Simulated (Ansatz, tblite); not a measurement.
**Cr(NH2)3 (CrN3H6): a ladder of methods and basis sets**

The task here is to estimate one member of a computed series from the others.

The runs use Ansatz 0.2.0, Gaussian basis; as each input shows.

Plan: GFN1-xTB, GFN2-xTB, PBE-D4/def2-TZVP, r2SCAN-D4/def2-TZVP, ωB97X-V/def2-TZVP, BLYP-D4/def2-TZVP, B2PLYP/def2-TZVP, BHLYP-D4/def2-TZVP, CAM-B3LYP-D4/def2-TZVP, PBE+10HF/def2-SVP, PBE+15HF/def2-SVP, PBE+40HF/def2-SVP, PBE-D4/def2-SVP, PBE0-D4/def2-SVP, HF/STO-3G, HF/6-31G, B3LYP-D4/6-31G, PBE0-D4/def2-TZVPD, PBE-D4/def2-TZVPD, r2SCAN-D4/def2-TZVPD, CCSD(T)/def2-TZVP, RPA/def2-TZVP.

### The relaxed structure

The quartet was relaxed beforehand with r2SCAN-D4/def2-SVP.

10 atoms, charge 0, spin multiplicity 4.

Bond lengths: Cr1–N2 1.834 Å, Cr1–N5 1.834 Å, Cr1–N8 1.834 Å, N2–H3 1.019 Å, N2–H4 1.019 Å, N5–H6 1.019 Å, N5–H7 1.019 Å, N8–H9 1.019 Å, N8–H10 1.019 Å. Angles: N2–Cr1–N5 120.0°, N2–Cr1–N8 120.0°, N5–Cr1–N8 120.0°, Cr1–N2–H3 125.4°, Cr1–N2–H4 125.4°, H3–N2–H4 109.2°, Cr1–N5–H6 125.4°, Cr1–N5–H7 125.4°, H6–N5–H7 109.2°, Cr1–N8–H9 125.4°, Cr1–N8–H10 125.4°, H9–N8–H10 109.2°.

Formally the metal is d3. No spin-orbit coupling is included.

PBE0-D4/def2-TZVP was run before; its log isn't repeated, and its numbers join the tables.

Set-up of the first run:

Tight binding, by tblite at 300 K electronic temperature and without a spin-polarisation term:

```python
tblite.interface.Calculator('GFN1-xTB', numbers, positions, charge=0, uhf=3).singlepoint()
```

Tight binding, by tblite at 300 K electronic temperature and without a spin-polarisation term:

```python
tblite.interface.Calculator('GFN2-xTB', numbers, positions, charge=0, uhf=3).singlepoint()
```

start.molden holds the orbitals of an earlier run on this state, given as this run's starting guess.

The input, in.yaml:

```yaml
crystal:
  periodic: [false, false, false]
  atoms:
    - {symbol: Cr, position_ang: [0.000043, 0.000133, -0.000318]}
    - {symbol: N, position_ang: [1.833888, -0.005765, -0.009457]}
    - {symbol: H, position_ang: [2.419789, -0.334086, -0.776188]}
    - {symbol: H, position_ang: [2.429453, 0.318654, 0.751630]}
    - {symbol: N, position_ang: [-0.912122, 1.591063, 0.004810]}
    - {symbol: H, position_ang: [-1.485352, 1.940868, 0.771673]}
    - {symbol: H, position_ang: [-0.927089, 2.265925, -0.759018]}
    - {symbol: N, position_ang: [-0.921695, -1.585113, 0.004577]}
    - {symbol: H, position_ang: [-0.931975, -2.260008, 0.768459]}
    - {symbol: H, position_ang: [-1.504928, -1.931682, -0.756169]}
basis:
  gaussian: {orbitals: def2-TZVP, initial_orbitals: start.molden}
magnetization: {spin_polarized: true, initial_magnetization: 3}
hamiltonian: {xc: pbe, dispersion: d4}
scf: {omitted_lower_state_checks: [starts]}
output: {forces: true, orbitals: {seedname: orbitals}}
```

On the command line:

```sh
ansatz run in.yaml --threads 4 --pin off --events-out ev --progress --plain --max-ram 8704MiB
```

Steps of the session up to this table: PBE-D4/def2-TZVP; r2SCAN-D4/def2-TZVP; ωB97X-V/def2-TZVP; BLYP-D4/def2-TZVP; B2PLYP/def2-TZVP; BHLYP-D4/def2-TZVP; CAM-B3LYP-D4/def2-TZVP; PBE+10HF/def2-SVP; PBE+15HF/def2-SVP; PBE+40HF/def2-SVP; PBE-D4/def2-SVP; PBE0-D4/def2-SVP; HF/STO-3G; HF/6-31G; B3LYP-D4/6-31G; PBE0-D4/def2-TZVPD; PBE-D4/def2-TZVPD; r2SCAN-D4/def2-TZVPD; CCSD(T)/def2-TZVP; RPA/def2-TZVP.

One table of the session follows, with a row left open; its other results are not shown here.

```
                 level  HOMO (eV)  LUMO (eV)  gap (eV)
             HF/STO-3G      -6.59       8.70     15.29
              HF/6-31G      -8.72       2.21     10.93
       PBE-D4/def2-SVP      -4.31      -1.69      2.63
      PBE-D4/def2-TZVP      -4.66      -2.10      2.56
     PBE-D4/def2-TZVPD      -4.74      -2.18      2.56
     BLYP-D4/def2-TZVP      -4.49      -2.22      2.27
   r2SCAN-D4/def2-TZVP      -5.05      -1.96      3.09
  r2SCAN-D4/def2-TZVPD      -5.11      -2.05      3.06
        B3LYP-D4/6-31G      -5.43      -0.76      4.67
      PBE0-D4/def2-SVP      -5.66      -0.65      5.00
     PBE0-D4/def2-TZVP      -6.06      -0.92      5.13
    PBE0-D4/def2-TZVPD      -6.14      -1.04      5.09
    BHLYP-D4/def2-TZVP      -7.17      -0.14      7.03
CAM-B3LYP-D4/def2-TZVP      -7.41      -0.13      7.27
     ωB97X-V/def2-TZVP          ?          ?         ?
     PBE+10HF/def2-SVP      -4.94      -1.16      3.78
     PBE+15HF/def2-SVP      -5.18      -1.00      4.18
     PBE+40HF/def2-SVP      -6.41      -0.11      6.30
```

Estimate the missing values for ωB97X-V/def2-TZVP.

As computed: HOMO (eV): -8.38; LUMO (eV): 0.80; gap (eV): 9.18. In the column «HOMO (eV)» it lies between HF/6-31G (-8.72) and CAM-B3LYP-D4/def2-TZVP (-7.41).
